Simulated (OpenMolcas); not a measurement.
**Mo⁵⁺ among point charges: CASSCF and CASPT2 levels and susceptibility**

How does a field of 6 point charges split the states of Mo⁵⁺, and what χT follows?

Method: state-averaged CASSCF and CASPT2, spin-orbit coupling by RASSI with atomic mean-field integrals. Code: OpenMolcas 26.06.

## Step 1: The atom as given

```
Species                           : Mo⁵⁺ (molybdenum, Z = 42, 37 electrons)
Basis                             : ANO-RCC-VDZP [6s5p3d1f], 43 functions
Scalar Hamiltonian                : DKH2, point nucleus
Inactive shells                   : 1s 2s 2p 3s 3p 3d 4s 4p
Active space                      : 1 electron in 5 orbitals (4d)
Some configurations of this space : 4d
Orbitals                          : optimised for each spin and parity, averaged over all roots
```

Outer shells as boxes (Hund's rule):

4d
```
4d [↑ ][  ][  ][  ][  ]
```

The ion sits among 6 point charges of -1.5 e arranged as a tetragonal octahedron (D4h), 2.28 Å from the ion, with the axial distance 2.120 Å.

Each step is its own input file, run in one work folder so that later steps find the files of earlier ones. Labels, J, g values, rates, χT and fits are worked out afterwards by a script from the matrices that RASSI stores. The input lists half of the charges; inversion (Group=XYZ) makes the rest.

## Step 2: One- and two-electron integrals

The input, a.inp:

```
&GATEWAY
Coord
1

Mo 0.0 0.0 0.0
Basis=ANO-RCC-VDZP
Group=XYZ
NoMove
AngMom=0.0 0.0 0.0
AMFI
XField
3 Angstrom 0
2.280000 0.000000 0.000000 -1.500000
0.000000 2.280000 0.000000 -1.500000
0.000000 0.000000 2.120400 -1.500000
&SEWARD
```

Command:

```bash
$ OMP_NUM_THREADS=1 MOLCAS_MEM=1689 MOLCAS_PROJECT=a pymolcas a.inp > a.log
```

Log:

```text
Basis set label: MO.ANO-RCC...6S5P3D1F.

      Electronic valence basis set:
      ------------------
      Associated Effective Charge  42.000000 au
      Associated Actual Charge     42.000000 au
      Nuclear Model: Point charge

      Shell  nPrim  nBasis  Cartesian Spherical Contaminant
         s      21       6        X
         p      18       5        X
         d      13       3                 X
         f       6       1                 X
                  Relativistic Douglas-Kroll-Hess integrals:
                    - DKH order of Hamiltonian: 2
                    - DKH order of Properties : 0
                  Atomic mean-field integrals
```

## Step 3: CASSCF: doublets of even parity, 5 roots

The input, a.inp:

```
&RASSCF
FileOrb=start.orb
Symmetry=1
Spin=2
nActEl=1 0 0
Inactive=9 9
Ras2=5 0
CIRoot=5 5 1
SDav=5
CIMx=300
Iter=120 100
PrWF=0.3
OrbListing=Nothing
MaxOrb=0
>>> COPY $Project.JobIph JOB001
```

start.orb holds the contracted functions of the basis, ordered by shell, or the orbitals of the step before.

Log, shortened:

```text
[...]
      Number of active orbitals                  5
[...]
      Spin quantum number                      0.5
[...]
      Active orbitals                            5   0
[...]
      Number of CSFs                             5
      Number of root(s) required                 5
[...]
      Convergence after  7 iterations
[...]
      Natural orbitals and occupation numbers for root  1
      sym 1:   1.000000   0.000000   0.000000   0.000000  -0.000000
      Natural orbitals and occupation numbers for root  2
      sym 1:   0.000000   0.000000   0.000000   1.000000   0.000000
      Natural orbitals and occupation numbers for root  3
      sym 1:   0.000000   1.000000   0.000000  -0.000000   0.000000
::    RASSCF root number  1 Total energy:  -4051.25671728
::    RASSCF root number  2 Total energy:  -4051.25000971
::    RASSCF root number  3 Total energy:  -4051.25000971
::    RASSCF root number  4 Total energy:  -4051.23941416
::    RASSCF root number  5 Total energy:  -4051.22616720
```

## Step 4: RASSI: spin-orbit coupling between the states

The input, a.inp:

```
&RASSI
NrOfJobIphs=1 5
1 2 3 4 5
IphNames
JOB001
EJob
SpinOrbit
DIPRint=1.0
SOCoupling=1000.0
Subsets=2
Property=9
'ANGMOM' 1 'ANGMOM' 2 'ANGMOM' 3 'MLTPL  1' 1 'MLTPL  1' 2 'MLTPL  1' 3
'AMFI' 1 'AMFI' 2 'AMFI' 3
SOProperty=3
'ANGMOM' 1 'ANGMOM' 2 'ANGMOM' 3
```

Log, shortened:

```text
SPIN-FREE ENERGIES:
  (Shifted by EMIN (a.u.) =      -4051.2567172766)
 SF State       Relative EMIN(au)   Rel lowest level(eV)    D:o, cm**(-1)      L_eff
     1             0.0000000000        0.0000000000              0.0000         2.0
     2             0.0067075686        0.1825222394           1472.1411         2.0
     3             0.0067075686        0.1825222394           1472.1411         2.0
     4             0.0173031125        0.4708416787           3797.5942         2.0
     5             0.0305500757        0.8313099100           6704.9666         2.0
     Dipole printing threshold changed to   1.00000000E+00
Eigenvalues of complex Hamiltonian:
   -----------------------------------
  (Shifted by EMIN (a.u.) =      -4051.2567172766)
 SO State       Relative EMIN(au)   Rel lowest level(eV)    D:o, cm**(-1)     J-value
     1            -0.0025599257        0.0000000000              0.0000         0.9
     2            -0.0025599257        0.0000000000              0.0000         0.9
     3             0.0032017578        0.1567833954           1264.5434         1.7
     4             0.0032017578        0.1567833954           1264.5434         1.7
     5             0.0097743826        0.3356336276           2707.0678         1.9
     6             0.0097743826        0.3356336276           2707.0678         1.9
     7             0.0190974669        0.5893276751           4753.2483         1.4
     8             0.0190974669        0.5893276751           4753.2483         1.4
     9             0.0317546437        0.9337470022           7531.1775         2.3
    10             0.0317546437        0.9337470022           7531.1775         2.3
Weights of the five most important spin-orbit-free states for each spin-orbit state.
[...]
```

Time for these steps: 1.7 s (1 thread of Arm Neoverse V1, shared host).

Spin-free states, with their symmetry labels:

| state | degeneracy | E (cm-1) | free-ion L (%) |
| --- | --- | --- | --- |
| 2B2 | 1 | 0 | D (100) |
| 2E | 2 | 1472 | D (100) |
| 2B1 | 1 | 3798 | D (100) |
| 2A1 | 1 | 6705 | D (100) |

With spin-orbit coupling:

```tsv
E (cm-1)	Degeneracy	Label	2S+1	g
0.0	2	E3/2	2	0.59 0.90 0.90
1265	2	E1/2	2	0.08 0.90 0.90
2707	2	E3/2	2	1.64 1.64 2.48
4753	2	E3/2	2	2.54 2.54 3.06
7531	2	E1/2	2	1.92 2.90 2.90
```

Principal g values are given for doublets only; a zero marks a field direction without first-order Zeeman splitting.

Powder χT (cm³ K/mol): 0.06 at 2 K, 0.06 at 5 K, 0.06 at 10 K, 0.07 at 20 K, 0.08 at 50 K, 0.09 at 100 K, 0.10 at 150 K, 0.12 at 200 K, 0.13 at 250 K, 0.15 at 300 K.

Orbitals of the lowest block (energies include the constant potential of the surroundings):

| shell | space | energy (hartree) | mean occupation | ⟨r²⟩ (bohr²) |
| --- | --- | --- | --- | --- |
| 1s | inactive | -739.0482 | 2.000 | 0.00163 |
| 2s | inactive | -107.4952 | 2.000 | 0.0277 |
| 2p | inactive | -95.9499 | 6.000 | 0.0219 |
| 3s | inactive | -19.7727 | 2.000 | 0.208 |
| 3p | inactive | -15.8757 | 6.000 | 0.213 |
| 3d | inactive | -9.5114 | 10.000 | 0.205 |
| 4s | inactive | -3.1082 | 2.000 | 1.37 |
| 4p | inactive | -1.9011 | 6.000 | 1.58 |
| 4d | RAS2 |  | 1.000 | 2.45 |

## Step 5: CASPT2: IPEA 0.25, imaginary shift 0.1 (closed shells correlated: 4s 4p)

The input, a.inp:

```
>>> COPY JOB001 $Project.JobIph
&CASPT2
Multistate=5 1 2 3 4 5
NoMult
Frozen=8 6
IPEA=0.25
Imaginary=0.1
MaxIter=60
WThr=0.0 0.3 0.05
PrWF=0.5
NoMix
```

Command:

```bash
$ OMP_NUM_THREADS=1 MOLCAS_MEM=1689 MOLCAS_PROJECT=a pymolcas a.inp > a.log
```

Log:

```text
Orbital specifications:
      -----------------------

      Symmetry species                           1   2
                                                ag  au
      Frozen orbitals                            8   6
      Inactive orbitals                          1   3
      Active orbitals                            5   0
      Secondary orbitals                         7  13
      Deleted orbitals                           0   0
      Number of basis functions                 21  22
Type of calculation                        SS-CASPT2
      Fock operator                              state-specific
      IPEA shift                                 0.25
      Real shift                                 0.00
      Imaginary shift                            0.10
      The input orbitals will be transformed to quasi-canonical
Reference energy:       -4051.2567172766
      E2 (Non-variational):      -0.1660937505
      Shift correction:          -0.0000760319
      E2 (Variational):          -0.1661697824
      Total energy:           -4051.4228870589
      Residual norm:              0.0000001245
      Reference weight:           0.96657
      Contributions to the CASPT2 correlation energy
      Active & Virtual Only:          0.0000000000
      One Inactive Excited:          -0.0359051127
      Two Inactive Excited:          -0.1301886378
Reference energy:       -4051.2500097080
      E2 (Non-variational):      -0.1661477213
      Shift correction:          -0.0000760921
      E2 (Variational):          -0.1662238134
      Total energy:           -4051.4162335214
      Residual norm:              0.0000001274
      Reference weight:           0.96655
      Contributions to the CASPT2 correlation energy
      Active & Virtual Only:          0.0000000000
      One Inactive Excited:          -0.0359221059
      Two Inactive Excited:          -0.1302256154
::    CASPT2 Root  1     Total energy:  -4051.42288706
::    CASPT2 Root  2     Total energy:  -4051.41623352
::    CASPT2 Root  3     Total energy:  -4051.41623352
::    CASPT2 Root  4     Total energy:  -4051.40555140
::    CASPT2 Root  5     Total energy:  -4051.39247550
```

This run: 0.57 s of run time, 1 thread of Arm Neoverse V1, shared host.

SS-CASPT2: lowest energy less the reference's lowest, -0.1662 hartree; reference weights 0.966 to 0.967.

Spin-free states, with their symmetry labels:

| state | degeneracy | E (cm-1) | free-ion L (%) |
| --- | --- | --- | --- |
| 2B2 | 1 | 0 | D (100) |
| 2E | 2 | 1460 | D (100) |
| 2B1 | 1 | 3805 | D (100) |
| 2A1 | 1 | 6675 | D (100) |

With spin-orbit coupling:

```json
{"E (cm-1)": "0", "Degeneracy": "2", "Label": "E3/2", "2S+1": "2", "g": "0.59 0.90 0.90"}
{"E (cm-1)": "1250", "Degeneracy": "2", "Label": "E1/2", "2S+1": "2", "g": "0.08 0.90 0.90"}
{"E (cm-1)": "2700", "Degeneracy": "2", "Label": "E3/2", "2S+1": "2", "g": "1.64 1.64 2.48"}
{"E (cm-1)": "4760", "Degeneracy": "2", "Label": "E3/2", "2S+1": "2", "g": "2.53 2.53 3.07"}
{"E (cm-1)": "7500", "Degeneracy": "2", "Label": "E1/2", "2S+1": "2", "g": "1.92 2.90 2.90"}
```

Powder χT (cm³ K/mol): 0.06 at 2 K, 0.06 at 5 K, 0.06 at 10 K, 0.07 at 20 K, 0.08 at 50 K, 0.09 at 100 K, 0.10 at 150 K, 0.12 at 200 K, 0.13 at 250 K, 0.15 at 300 K.

## Step 6: The methods side by side

A. CASSCF
B. SS-CASPT2, IPEA 0.25, imaginary shift 0.1 (closed shells correlated: 4s 4p)

| method | ground state | first state of that spin (cm-1) | first gap with spin-orbit (cm-1) | χT at 300 K |
| --- | --- | --- | --- | --- |
| A | 2B2 | 2E 1472 | 1264.5 | 0.15 |
| B | 2B2 | 2E 1460 | 1252.7 | 0.15 |

## Step 7: Outcome

```
                                            quantity                                                                        value
                                              method  SS-CASPT2, IPEA 0.25, imaginary shift 0.1 (closed shells correlated: 4s 4p)
                              spin-free ground state                                              2B2, 1-fold in its orbital part
first state of the same spin within the active space                                                              2E at 1460 cm⁻¹
                                        lowest level                                            2-fold E3/2, g = 0.59, 0.90, 0.90
                                          next level                                                                  1252.7 cm⁻¹
                                         χT at 300 K                                                               0.15 cm³ K/mol
                           effective moment at 300 K                                                                      1.08 μB
```

Cost by method:

| method | time of its own steps | time with the reference |
| --- | --- | --- |
| A. CASSCF | 1.7 s | 1.7 s |
| B. SS-CASPT2, IPEA 0.25, imaginary shift 0.1, +4s 4p | 0.57 s | 2.2 s |

Times are of one thread on a shared host.

**Reading.** The spin-free ground state (2B2) comes to 100 % from free-ion D terms and keeps the highest spin of the shell. χT at 300 K is 0.15, against 0.38 cm³ K/mol for the spin alone, so orbital moment lowers it. The field of point charges can differ much from that of real complexes. Point charges carry no covalency, so the field is a model and not that of real ligands.
